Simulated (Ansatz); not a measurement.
# CuCl+ (quartet): the correlation ladder, def2-TZVPP

An exercise on one series of results from a longer session: the logs are not shown, and one member is left open.

Method: def2-TZVPP, core rule «outside noble gas», up to 14 orbitals frozen; program: Ansatz 0.2.0, Gaussian basis.

Plan: UHF; ROHF; CCSD(T) on UHF.

2 further runs of the same task are left out: 2 set aside as unsound or not needed.

## The geometry

The geometry is a PBE0/def2-TZVP stationary point (not a proven minimum) of the parent state, kept for this charge and spin.

2 atoms, charge 1, spin multiplicity 4.

Atoms are counted from 1 here; the program's logs count them from 0.

Bond lengths: Cu1–Cl2 2.141 Å.

Geometry (Å):

```xyz
2
ClCu
Cu    0.0000    0.0000    0.0000
Cl    0.0000    0.0000    2.1406
```

The first run:

in.yaml

```yaml
crystal:
  periodic: [false, false, false]
  atoms:
    - {symbol: Cu, position_ang: [0.000000, 0.000000, 0.000000]}
    - {symbol: Cl, position_ang: [0.000000, 0.000000, 2.140600]}
basis:
  gaussian: {orbitals: def2-TZVPP}
total_charge: 1
magnetization: {spin_polarized: true, initial_magnetization: 3}
hamiltonian: {xc: hf}
output: {orbitals: {seedname: orbitals}}
```

Started as:

```
ansatz run in.yaml --threads 1 --pin off --events-out ev --progress --plain --max-ram 4096MiB --backend cpu
```

Among the steps run: UHF; ROHF; CCSD(T) on UHF.

One of the session's tables, all rows but one given; the rest of the session is left out.

| method | from UCCSD(T) (kcal/mol) |
| --- | --- |
| ROHF | ? |
| UHF | +340.19 |
| UMP2 | +10.28 |
| UCCSD | +10.48 |
| UCCSD(T) | 0 |

**Question.** Estimate the row for ROHF.

As computed: from UCCSD(T) (kcal/mol): +346.10. In the column «from UCCSD(T) (kcal/mol)» it is the highest.
